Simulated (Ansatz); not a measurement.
**H₃O₂PSe: small, medium and large basis sets**

The task here is to estimate one member of a computed series from the others.

Program: Ansatz 0.2.0, Gaussian basis. Level of theory: one geometry, several basis sets. These are calculated values, not measurements.

Levels to be run: PBE0-D4/def2-SVP; ωB97M-V/def2-SVP; PBE0-D4/def2-QZVPP; ωB97M-V/def2-QZVPP; the functionals' def2-TZVPP values are taken from earlier runs.

## The geometry

The geometry comes from an earlier relaxation with PBE0-D4 in a triple-zeta def2 set; it is a stationary point, not always the lowest conformer.

7 atoms, charge 0, spin multiplicity 1.

Atoms are counted from 1 here; the program's logs count them from 0.

Bond lengths: O1–P2 1.628 Å, O1–H5 0.963 Å, P2–O3 1.627 Å, P2–Se4 2.307 Å, O3–H6 0.962 Å, Se4–H7 1.471 Å. Angles: P2–O1–H5 110.9°, O1–P2–O3 92.8°, O1–P2–Se4 101.7°, O3–P2–Se4 103.3°, P2–O3–H6 110.5°, P2–Se4–H7 93.1°.

The first run:

Contents of in.yaml:

```yaml
crystal:
  periodic: [false, false, false]
  atoms:
    - {symbol: O, position_ang: [-1.058775, 1.011621, 0.154392]}
    - {symbol: P, position_ang: [-0.509902, -0.482938, 0.496363]}
    - {symbol: O, position_ang: [0.804369, 0.090308, 1.264924]}
    - {symbol: Se, position_ang: [0.323139, -1.153362, -1.547569]}
    - {symbol: H, position_ang: [-1.793351, 0.974152, -0.466590]}
    - {symbol: H, position_ang: [1.216925, -0.602357, 1.790152]}
    - {symbol: H, position_ang: [1.078695, 0.094476, -1.737273]}
basis:
  gaussian: {orbitals: def2-SVP}
hamiltonian: {xc: pbe0, dispersion: d4}
output: {orbitals: {seedname: orbitals}}
```

Command:

```bash
$ ansatz run in.yaml --threads 2 --pin off --events-out ev --progress --plain --max-ram 4352MiB
```

Steps of the session up to this table: PBE0-D4 in def2-SVP; ωB97M-V in def2-SVP; PBE0-D4 in def2-QZVPP; ωB97M-V in def2-QZVPP.

One table of the session follows, with a row left open; its other results are not shown here.

It belongs to the step «Density functionals: the series». 

```
functional       basis  HOMO (eV)  LUMO (eV)
   PBE0-D4    def2-SVP          ?          ?
   PBE0-D4  def2-TZVPP      -6.86      -0.15
   PBE0-D4  def2-QZVPP      -6.90      -0.28
   ωB97M-V    def2-SVP      -8.78       2.27
   ωB97M-V  def2-TZVPP      -8.93       1.69
   ωB97M-V  def2-QZVPP      -8.98       1.35
```

Q: Estimate the row for PBE0-D4, def2-SVP from the others.

The run gave: HOMO (eV): -6.74; LUMO (eV): 0.18. In the column «HOMO (eV)» it is the highest.
